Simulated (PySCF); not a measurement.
# C₉H₈N₂: excited states, first hyperpolarisability

Aim: compute the excited states, first hyperpolarisability of C₉H₈N₂ (`Cc1cnc2ccccc2n1`).

Programs: PySCF 2.14.0, with routines of our own; each step states its level. All values are computed. Atoms count from 0.

## (1) The system as given

19 atoms, charge 0, multiplicity 1; geometry from: GFN2-xTB.

## (2) Optimising the geometry at PBE0-D3(BJ)/def2-SVP

The job: settings as JSON, then the geometry in Å.

```
{"job": {"xc": "PBE0", "basis": "def2-SVP", "d3": "d3bj", "grid": 2, "kind": "geom"}, "charge": 0, "multiplicity": 1}
C     -3.217272    -0.620910     0.546906
C     -1.846203    -0.205944     0.125851
C     -1.662750     0.682794    -0.966045
N     -0.488072     1.072312    -1.368875
C      0.586274     0.594766    -0.700129
C      1.883555     0.979883    -1.087121
C      2.965672     0.493816    -0.406815
C      2.797637    -0.385775     0.676133
C      1.549630    -0.776585     1.076505
C      0.414933    -0.294863     0.395242
N     -0.820288    -0.678676     0.785732
H     -3.802642     0.254370     0.825449
H     -3.726321    -1.118608    -0.277415
H     -3.152966    -1.297728     1.393885
H     -2.515628     1.071682    -1.508372
H      1.987209     1.656595    -1.920834
H      3.964518     0.784321    -0.697934
H      3.672099    -0.752270     1.194033
H      1.400810    -1.449928     1.906341
```

Started as:

```
$ OMP_NUM_THREADS=1 python excited_run.py task.json out
```

The driver reads the jobs from task.json and runs them one after another.

The log of the run:

```text
step   0  E = -456.44173737  max force = 0.009362
step   1  E = -456.44328520  max force = 0.001814
step   2  E = -456.44329776  max force = 0.000504
step   3  E = -456.44329680  max force = 0.000862
step   4  E = -456.44330023  max force = 0.000246
optimisation converged
```

Run time: 2.1 min. Hardware: 1 thread of Intel Xeon Platinum 8488C, shared host; peak memory 0.9 GiB.

The steps of the relaxation:

| step | energy from step 0 (eV) | largest force component (eV/Å) |
| --- | --- | --- |
| 0 | 0.0000 | 0.4814 |
| 1 | -0.0421 | 0.0933 |
| 2 | -0.0425 | 0.0259 |
| 3 | -0.0424 | 0.0443 |
| 4 | -0.0425 | 0.0126 |

Close pairs (by a distance rule), those that changed most:

| bond | before (Å) | after (Å) | change (Å) |
| --- | --- | --- | --- |
| C2–H14 | 1.083 | 1.098 | +0.015 |
| C5–H15 | 1.079 | 1.092 | +0.013 |
| C8–H18 | 1.079 | 1.092 | +0.013 |
| C0–H12 | 1.089 | 1.102 | +0.012 |
| C0–H11 | 1.089 | 1.102 | +0.012 |
| C6–H16 | 1.080 | 1.092 | +0.012 |
| C7–H17 | 1.080 | 1.093 | +0.012 |
| C1–C2 | 1.420 | 1.432 | +0.012 |

The final coordinates are the input of the step that follows.

| at the end point | value |
| --- | --- |
| point group (found at 0.08 Å tolerance) | Cs |
| rotational constants (GHz, main isotopes) | 2.854, 0.878, 0.674 |
| dipole moment (D) | 0.34 |

## (3) Excited states: TDA CAM-B3LYP/aug-cc-pVDZ

The job: settings as JSON, then the geometry in Å.

```
{"job": {"kind": "states", "xc": "CAM-B3LYP", "basis": "aug-cc-pVDZ", "tda": true, "soc": true, "nstates": 6, "ntriplets": 5, "nquad": 4}, "charge": 0, "multiplicity": 1}
C     -3.241233    -0.689616     0.488604
C     -1.861779    -0.280695     0.077235
C     -1.673041     0.615589    -1.023210
N     -0.497806     1.009162    -1.429433
C      0.578561     0.527945    -0.755591
C      1.884212     0.913736    -1.142784
C      2.976052     0.427021    -0.461052
C      2.805206    -0.459881     0.628684
C      1.546626    -0.850596     1.025420
C      0.405225    -0.365467     0.342157
N     -0.833342    -0.754206     0.737950
H     -3.846053     0.186340     0.772263
H     -3.767974    -1.193429    -0.337396
H     -3.180605    -1.373797     1.343626
H     -2.549205     0.999082    -1.561653
H      1.982405     1.598729    -1.987006
H      3.983956     0.724403    -0.759503
H      3.684239    -0.835663     1.157561
H      1.385596    -1.533009     1.861989
```

Level: TDA CAM-B3LYP/aug-cc-pVDZ excited states, vertical, gas phase, spin-orbit mean-field couplings.

The log of the run:

```text
coarse grid: 16864 points
cycle   1  E = -456.9917323399  dE =  2.431e+00  |g| = 4.386e-01  |ddm| = 8.326e+01
cycle   2  E = -456.9959795210  dE = -4.247e-03  |g| = 4.815e-01  |ddm| = 6.593e+00
cycle   3  E = -457.0455594762  dE = -4.958e-02  |g| = 7.311e-02  |ddm| = 3.318e+00
cycle   4  E = -457.0466408444  dE = -1.081e-03  |g| = 4.003e-02  |ddm| = 5.748e-01
cycle   5  E = -457.0470285739  dE = -3.877e-04  |g| = 9.282e-03  |ddm| = 4.308e-01
cycle   6  E = -457.0470511989  dE = -2.263e-05  |g| = 3.285e-03  |ddm| = 1.189e-01
cycle   7  E = -457.0470545888  dE = -3.390e-06  |g| = 9.627e-04  |ddm| = 3.399e-02
final grid: 165832 points
cycle   8  E = -457.0837589802  dE = -2.348e-05  |g| = 3.355e-03  |ddm| = 9.534e-01
cycle   9  E = -457.0837601875  dE = -1.207e-06  |g| = 2.844e-03  |ddm| = 9.094e-02
cycle  10  E = -457.0837621651  dE = -1.978e-06  |g| = 5.547e-04  |ddm| = 2.791e-02
cycle  11  E = -457.0837622366  dE = -7.148e-08  |g| = 2.121e-04  |ddm| = 3.710e-03
cycle  12  E = -457.0837622504  dE = -1.385e-08  |g| = 5.486e-05  |ddm| = 2.394e-03
cycle  13  E = -457.0837622516  dE = -1.179e-09  |g| = 2.408e-05  |ddm| = 4.838e-04
cycle  14  E = -457.0837622520  dE = -3.763e-10  |g| = 1.088e-05  |ddm| = 2.979e-04
converged SCF energy = -457.0837622520

Singlet excitations
state   eV       nm        f     d(h-e)  d(exc)  Lambda  PR(NTO)  |dmu|/D   mu/D   main configurations
  1   3.9108   317.0   0.00379   0.272   2.868   0.533   1.026    1.006    1.344   H-2->L 0.95
  2   4.6306   267.7   0.09737   0.443   3.264   0.704   1.672    1.062    0.859   H-1->L 0.45, H->L 0.26, H->L+1 0.20
  3   4.8094   257.8   0.03971   1.465   3.483   0.739   1.256    3.998    3.719   H->L 0.62, H-1->L 0.24
  4   5.1254   241.9   0.00000   0.440   3.034   0.362   1.162    1.310    1.654   H-2->L+1 0.87
  5   5.6851   218.1   0.00001   0.405   2.817   0.467   1.238                     H-3->L 0.84
  6   6.1025   203.2   0.77667   0.763   3.121   0.617   2.191                     H->L+1 0.35, H-1->L 0.16, H-1->L+8 0.14

Triplet excitations (Tamm-Dancoff)
state   eV     d(h-e)  d(exc)  Lambda  PR(NTO)   main configurations
  1   3.2314   0.507   3.003   0.742   1.263   H->L 0.79
  2   3.3002   0.143   2.712   0.521   1.055   H-2->L 0.89
  3   3.6462   0.314   3.125   0.696   1.059   H-1->L 0.90
  4   4.4821   0.133   3.150   0.760   1.207   H-1->L+1 0.56, H->L+1 0.29
  5   4.6880   0.350   2.990   0.676   1.319   H->L+1 0.53, H-1->L+1 0.23, H->L+7 0.09
S1 - T1 = 0.6794 eV

Spin-orbit couplings |<S|Hso|T>| (cm-1)
             T1       T2       T3       T4       T5
S0        0.194    2.611    0.057    0.075    0.116
S1        8.542    0.038    1.725    0.355    3.630
S2        0.047    2.852    0.019    0.012    0.007
S3        0.021    6.655    0.044    0.003    0.022
S4        0.975    0.006    1.647    2.950    5.235
S5        1.582    0.944    1.851    1.053    2.326
S6        0.042    0.955    0.004    0.083    0.011
T1 sublevels (cm-1): 0.000 0.000 0.123   radiative rates (1/s): 1.02e-05 2.39e-07 3.45
```

It took 3 min on 1 thread of Intel Xeon Platinum 8488C, shared host; peak memory 1.5 GiB.

From this job:

| quantity | value |
| --- | --- |
| S1 less T1 | 0.68 eV |

The fields below are evaluated on a grid from the run's orbitals.

Frontier orbitals at CAM-B3LYP/aug-cc-pVDZ, with the share of their density that lies nearest to each atom:

| orbital | energy (eV) | lies on |
| --- | --- | --- |
| HOMO | -8.21 | C5, C8 about 22 % each; C6 14 %; N10 7 % |
| LUMO | -0.91 | N3, N10 about 17 % each; C2 12 %; C1, C5, C8 about 9 % each |

ELF in a plane through or near 17 of the atoms.

Ten even steps from '0' (0.00) to '9' (1.00):
```
0000000000000000000000000000
0000000000000000000000000000
0000000000000000000000000000
0000000157300463000000000000
0000000699911897018970000000
0000000599932898159991000000
0000210179831755579980000000
0004998365393868257500000000
0008999585587343566001000000
0006999414138820544545310000
0000123893023366734825520000
0000014457677181653635310000
0000389728338466850899510000
0000899955566049950899820000
0000499702999405720599600000
0000036102999500200033000000
0000000001798100000000000000
0000000000000000000000000000
0000000000000000000000000000
0000000000000000000000000000
```
The map spans 13.3 Å across and 10.2 Å up, centred on the molecule. Atoms in the plane (x, y in Å): C0 (3.3, -0.5), C1 (1.9, -0.1), C2 (1.6, 1.3), N3 (0.3, 1.8), C4 (-0.7, 0.9), C5 (-2.0, 1.3), C6 (-3.0, 0.4), C7 (-2.7, -1.0), C8 (-1.4, -1.5), C9 (-0.4, -0.5), N10 (0.9, -1.0), H13 (3.3, -1.6), H14 (2.4, 2.1), H15 (-2.2, 2.4), H16 (-4.1, 0.7), H17 (-3.6, -1.7), H18 (-1.2, -2.5).

log10 of the density (e/Å³) in the same plane.

Values, 10 rows by 14 columns:
```
-4.0 -4.0 -4.0 -4.0 -4.0 -4.0 -4.0 -4.0 -4.0 -4.0 -4.0 -4.0 -4.0 -4.0
-4.0 -4.0 -4.0 -3.9 -3.1 -2.9 -2.9 -2.7 -3.1 -3.4 -3.7 -4.0 -4.0 -4.0
-4.0 -4.0 -3.6 -2.5 -1.1 -0.9 -1.4 -0.7 -1.4 -1.2 -1.9 -3.3 -4.0 -4.0
-4.0 -3.4 -2.0 -1.6 -0.3  0.1 -0.5  1.7  0.1  0.3 -1.1 -2.7 -3.8 -4.0
-4.0 -2.7 -0.7  0.1  0.3  0.2  1.8 -0.1  0.2  0.0 -1.2 -1.6 -2.6 -4.0
-4.0 -3.0 -1.5 -0.5  0.3 -0.7  0.3  0.1  0.3  0.4  0.9 -0.4 -2.1 -3.7
-4.0 -3.4 -1.7 -0.2  0.6  0.6  0.1  0.1  0.3 -0.8  0.2 -0.8 -2.4 -4.0
-4.0 -3.7 -2.1 -1.1 -1.2 -0.3 -0.3 -1.5 -1.4 -1.9 -1.3 -1.9 -3.2 -4.0
-4.0 -4.0 -3.5 -2.9 -2.6 -1.7 -1.7 -2.7 -3.0 -3.2 -3.1 -3.5 -4.0 -4.0
-4.0 -4.0 -4.0 -4.0 -4.0 -3.5 -3.5 -4.0 -4.0 -4.0 -4.0 -4.0 -4.0 -4.0
```
The map spans 13.3 Å across and 10.2 Å up, centred on the molecule. Atoms in the plane (x, y in Å): C0 (3.3, -0.5), C1 (1.9, -0.1), C2 (1.6, 1.3), N3 (0.3, 1.8), C4 (-0.7, 0.9), C5 (-2.0, 1.3), C6 (-3.0, 0.4), C7 (-2.7, -1.0), C8 (-1.4, -1.5), C9 (-0.4, -0.5), N10 (0.9, -1.0), H13 (3.3, -1.6), H14 (2.4, 2.1), H15 (-2.2, 2.4), H16 (-4.1, 0.7), H17 (-3.6, -1.7), H18 (-1.2, -2.5).

On the surface of density 0.002 e/bohr³ the electrostatic potential runs, from the 1st to the 99th percentile, from -1.38 V near N3 to 1.02 V near H14.

## (4) Excited states: TDDFT CAM-B3LYP/aug-cc-pVDZ

The job, as its differences from that of step 3:

```diff
@@ -1,2 +1,2 @@
-{"job": {"kind": "states", "xc": "CAM-B3LYP", "basis": "aug-cc-pVDZ", "tda": true, "soc": true, "nstates": 6, "ntriplets": 5, "nquad": 4}, "charge": 0, "multiplicity": 1}
+{"job": {"kind": "states", "xc": "CAM-B3LYP", "basis": "aug-cc-pVDZ", "tpa": true, "nstates": 8, "nquad": 6, "ntriplets": 0}, "charge": 0, "multiplicity": 1}
 C     -3.241233    -0.689616     0.488604
```

With the program's defaults for keys left out, this is: TDDFT CAM-B3LYP/aug-cc-pVDZ excited states, vertical, gas phase, two-photon moments by quadratic response.

The log of the run:

```text
coarse grid: 16864 points
cycle   1  E = -456.9917323399  dE =  2.431e+00  |g| = 4.386e-01  |ddm| = 8.326e+01
cycle   2  E = -456.9959795210  dE = -4.247e-03  |g| = 4.815e-01  |ddm| = 6.593e+00
cycle   3  E = -457.0455594762  dE = -4.958e-02  |g| = 7.311e-02  |ddm| = 3.318e+00
cycle   4  E = -457.0466408444  dE = -1.081e-03  |g| = 4.003e-02  |ddm| = 5.748e-01
cycle   5  E = -457.0470285739  dE = -3.877e-04  |g| = 9.282e-03  |ddm| = 4.308e-01
cycle   6  E = -457.0470511989  dE = -2.263e-05  |g| = 3.285e-03  |ddm| = 1.189e-01
cycle   7  E = -457.0470545888  dE = -3.390e-06  |g| = 9.627e-04  |ddm| = 3.399e-02
final grid: 165832 points
cycle   8  E = -457.0837589802  dE = -2.348e-05  |g| = 3.355e-03  |ddm| = 9.534e-01
cycle   9  E = -457.0837601875  dE = -1.207e-06  |g| = 2.844e-03  |ddm| = 9.094e-02
cycle  10  E = -457.0837621651  dE = -1.978e-06  |g| = 5.547e-04  |ddm| = 2.791e-02
cycle  11  E = -457.0837622366  dE = -7.148e-08  |g| = 2.121e-04  |ddm| = 3.710e-03
cycle  12  E = -457.0837622504  dE = -1.385e-08  |g| = 5.486e-05  |ddm| = 2.394e-03
cycle  13  E = -457.0837622516  dE = -1.182e-09  |g| = 2.408e-05  |ddm| = 4.838e-04
cycle  14  E = -457.0837622520  dE = -3.685e-10  |g| = 1.088e-05  |ddm| = 2.979e-04
converged SCF energy = -457.0837622520

Singlet excitations
state   eV       nm        f     d(h-e)  d(exc)  Lambda  PR(NTO)  |dmu|/D   mu/D   delta(TPA)   sigma/GM   main configurations
  1   3.8604   321.2   0.00240   0.275   2.876   0.534   1.027    0.973    1.310        0.06      0.000   H-2->L 0.94
  2   4.5098   274.9   0.09490   0.498   3.253   0.712   1.594    1.326    1.115        1.51      0.011   H-1->L 0.40, H->L 0.40, H->L+1 0.13
  3   4.6508   266.6   0.04555   1.239   3.415   0.723   1.320    3.496    3.219       12.93      0.102   H->L 0.53, H-1->L 0.36
  4   5.1083   242.7   0.00000   0.427   3.024   0.363   1.190    1.246    1.591        0.41      0.004   H-2->L+1 0.86, H-3->L 0.09
  5   5.6286   220.3   0.00001   0.430   2.839   0.465   1.296    1.398    1.750        3.68      0.043   H-3->L 0.82, H-2->L+1 0.09
  6   5.8597   211.6   0.73950   0.769   3.156   0.618   2.080    1.596    1.358      164.23      2.066   H->L+1 0.55, H-1->L 0.17
  7   6.0630   204.5   0.11957   0.387   3.404   0.769   1.669                                            H-1->L+1 0.72
  8   6.3317   195.8   0.00003   1.411   4.715   0.188   1.036                                            H->L+2 0.50, H->L+3 0.37
```

It took 2.8 min on 1 thread of Intel Xeon Platinum 8488C, shared host; peak memory 1.5 GiB.

## (5) First hyperpolarisability: quadratic response CAM-B3LYP/aug-cc-pVDZ

The job, as its differences from that of step 4:

```diff
@@ -1,2 +1,2 @@
-{"job": {"kind": "states", "xc": "CAM-B3LYP", "basis": "aug-cc-pVDZ", "tpa": true, "nstates": 8, "nquad": 6, "ntriplets": 0}, "charge": 0, "multiplicity": 1}
+{"job": {"kind": "beta", "xc": "CAM-B3LYP", "basis": "aug-cc-pVDZ"}, "charge": 0, "multiplicity": 1}
 C     -3.241233    -0.689616     0.488604
```

With the program's defaults for keys left out, this is: quadratic response CAM-B3LYP/aug-cc-pVDZ first hyperpolarisability, Taylor convention, gas phase.

The log of the run:

```text
coarse grid: 16864 points
cycle   1  E = -456.9917323399  dE =  2.431e+00  |g| = 4.386e-01  |ddm| = 8.326e+01
cycle   2  E = -456.9959795210  dE = -4.247e-03  |g| = 4.815e-01  |ddm| = 6.593e+00
cycle   3  E = -457.0455594762  dE = -4.958e-02  |g| = 7.311e-02  |ddm| = 3.318e+00
cycle   4  E = -457.0466408444  dE = -1.081e-03  |g| = 4.003e-02  |ddm| = 5.748e-01
cycle   5  E = -457.0470285739  dE = -3.877e-04  |g| = 9.282e-03  |ddm| = 4.308e-01
cycle   6  E = -457.0470511989  dE = -2.263e-05  |g| = 3.285e-03  |ddm| = 1.189e-01
cycle   7  E = -457.0470545888  dE = -3.390e-06  |g| = 9.627e-04  |ddm| = 3.399e-02
final grid: 165832 points
cycle   8  E = -457.0837589802  dE = -2.348e-05  |g| = 3.355e-03  |ddm| = 9.534e-01
cycle   9  E = -457.0837601875  dE = -1.207e-06  |g| = 2.844e-03  |ddm| = 9.094e-02
cycle  10  E = -457.0837621651  dE = -1.978e-06  |g| = 5.547e-04  |ddm| = 2.791e-02
cycle  11  E = -457.0837622366  dE = -7.148e-08  |g| = 2.121e-04  |ddm| = 3.710e-03
cycle  12  E = -457.0837622504  dE = -1.386e-08  |g| = 5.486e-05  |ddm| = 2.394e-03
cycle  13  E = -457.0837622516  dE = -1.183e-09  |g| = 2.408e-05  |ddm| = 4.838e-04
cycle  14  E = -457.0837622520  dE = -3.712e-10  |g| = 1.088e-05  |ddm| = 2.979e-04
converged SCF energy = -457.0837622520

Lowest singlets (eV, f): 3.8604 0.0024  4.5098 0.0949  4.6508 0.0456

First hyperpolarisability (au)
process     nm      |vector|   parallel      HRS      DR
static         -       48.15     -19.22      42.29   1.872
shg       1907.0       58.70     -23.93      46.61   1.983
eope      1907.0       51.46      -20.7          -       -
shg       1064.0       90.48      -38.1      59.36   2.304
eope      1064.0       59.52      -24.3          -       -
```

Run time: 2 min. Hardware: 1 thread of Intel Xeon Platinum 8488C, shared host; peak memory 1.5 GiB.

## (6) Excited states: TDA CAM-B3LYP/aug-cc-pVDZ in water

The job, as its differences from that of step 5:

```diff
@@ -1,2 +1,2 @@
-{"job": {"kind": "beta", "xc": "CAM-B3LYP", "basis": "aug-cc-pVDZ"}, "charge": 0, "multiplicity": 1}
+{"job": {"kind": "states", "xc": "CAM-B3LYP", "basis": "aug-cc-pVDZ", "tda": true, "soc": true, "nstates": 6, "ntriplets": 5, "nquad": 4, "solvent": "water"}, "charge": 0, "multiplicity": 1}
 C     -3.241233    -0.689616     0.488604
```

Method: TDA CAM-B3LYP/aug-cc-pVDZ excited states, vertical, IEF-PCM water (non-equilibrium response), spin-orbit mean-field couplings.

The log of the run:

```text
coarse grid: 16864 points
cycle   1  E = -457.0063635369  dE =  2.417e+00  |g| = 4.178e-01  |ddm| = 8.345e+01
cycle   2  E = -457.0188013008  dE = -1.244e-02  |g| = 4.202e-01  |ddm| = 6.215e+00
cycle   3  E = -457.0558668570  dE = -3.707e-02  |g| = 6.161e-02  |ddm| = 3.138e+00
cycle   4  E = -457.0566642339  dE = -7.974e-04  |g| = 3.308e-02  |ddm| = 5.642e-01
cycle   5  E = -457.0569199173  dE = -2.557e-04  |g| = 6.866e-03  |ddm| = 3.960e-01
cycle   6  E = -457.0569337435  dE = -1.383e-05  |g| = 2.361e-03  |ddm| = 9.944e-02
cycle   7  E = -457.0569356864  dE = -1.943e-06  |g| = 7.908e-04  |ddm| = 3.022e-02
final grid: 165832 points
cycle   8  E = -457.0935861635  dE = -2.402e-05  |g| = 3.280e-03  |ddm| = 9.573e-01
cycle   9  E = -457.0935876018  dE = -1.438e-06  |g| = 2.594e-03  |ddm| = 8.662e-02
cycle  10  E = -457.0935891985  dE = -1.597e-06  |g| = 4.391e-04  |ddm| = 2.643e-02
cycle  11  E = -457.0935892418  dE = -4.334e-08  |g| = 1.930e-04  |ddm| = 3.865e-03
cycle  12  E = -457.0935892521  dE = -1.023e-08  |g| = 4.252e-05  |ddm| = 2.425e-03
cycle  13  E = -457.0935892528  dE = -7.096e-10  |g| = 1.462e-05  |ddm| = 5.934e-04
converged SCF energy = -457.0935892528

Singlet excitations
state   eV       nm        f     d(h-e)  d(exc)  Lambda  PR(NTO)  |dmu|/D   mu/D   main configurations
  1   4.0137   308.9   0.00458   0.237   2.856   0.542   1.025    1.030    1.561   H-2->L 0.95
  2   4.5859   270.4   0.16528   0.482   3.270   0.719   1.535    1.303    0.913   H-1->L 0.42, H->L 0.35, H->L+1 0.15
  3   4.7623   260.3   0.06037   1.495   3.479   0.731   1.221    4.672    4.200   H->L 0.54, H-1->L 0.33
  4   5.3028   233.8   0.00001   0.471   3.030   0.366   1.162    1.631    2.158   H-2->L+1 0.88
  5   5.8509   211.9   0.00001   0.370   2.807   0.476   1.237                     H-3->L 0.84
  6   5.9371   208.8   1.02230   0.753   3.147   0.661   2.114                     H->L+1 0.46, H-1->L+5 0.19, H-1->L 0.15

Triplet excitations (Tamm-Dancoff)
state   eV     d(h-e)  d(exc)  Lambda  PR(NTO)   main configurations
  1   3.2538   0.540   3.015   0.738   1.262   H->L 0.76
  2   3.4257   0.122   2.712   0.534   1.052   H-2->L 0.90
  3   3.5817   0.347   3.116   0.717   1.055   H-1->L 0.87
  4   4.4822   0.124   3.153   0.751   1.206   H-1->L+1 0.54, H->L+1 0.33
  5   4.7170   0.343   2.969   0.703   1.348   H->L+1 0.48, H-1->L+1 0.27, H->L+5 0.11
S1 - T1 = 0.7600 eV

Spin-orbit couplings |<S|Hso|T>| (cm-1)
             T1       T2       T3       T4       T5
S0        0.195    2.395    0.063    0.081    0.113
S1        8.414    0.030    1.563    0.647    3.680
S2        0.048    3.025    0.022    0.018    0.005
S3        0.021    6.608    0.044    0.001    0.026
S4        0.942    0.037    1.646    2.667    4.985
S5        1.578    1.132    2.291    0.977    2.439
S6        0.042    0.763    0.006    0.086    0.014
T1 sublevels (cm-1): 0.000 0.000 0.042   radiative rates (1/s): 3.01e-06 0.000538 3.22
```

Wall time 2.1 min (1 thread of Intel Xeon Platinum 8488C, shared host); peak memory 1.6 GiB.

From this job:

| quantity | value |
| --- | --- |
| S1 less T1 | 0.76 eV |

## (7) Results

```
                                                   quantity                                             value
                                                point group                                                Cs
                       rotational constants (main isotopes)                              2.85, 0.88, 0.67 GHz
             S1 less T1 (step 3, TDA CAM-B3LYP/aug-cc-pVDZ)                                           0.68 eV
                      surface potential, 1st and 99th percentile                                -1.38 V and 1.02 V
β vector (step 5, quadratic response CAM-B3LYP/aug-cc-pVDZ)  static 48, SHG 1907.0 nm 59, SHG 1064.0 nm 90 au
    S1 less T1 (step 6, TDA CAM-B3LYP/aug-cc-pVDZ in water)                                           0.76 eV
```

**Reading.** Relaxing lowered the energy by 0.043 eV in 4 steps; the close pair that moved most is C2–H14, from 1.083 to 1.098 Å. In step 3, the number of triplets below S1 is 3, and the largest singlet-triplet spin-orbit coupling is S1–T1, 8.54 cm⁻¹. By nearest atom (CAM-B3LYP/aug-cc-pVDZ), the HOMO sits on C5, C8 about 22 % each; C6 14 % and the LUMO on N3, N10 about 17 % each; C2 12 %. β grows from 48 au (static) to 90 au for doubling at 1064.0 nm: normal dispersion, which grows as twice the photon energy moves toward the bright states. In step 6, the number of triplets below S1 is 3, and the largest singlet-triplet spin-orbit coupling is S1–T1, 8.41 cm⁻¹.
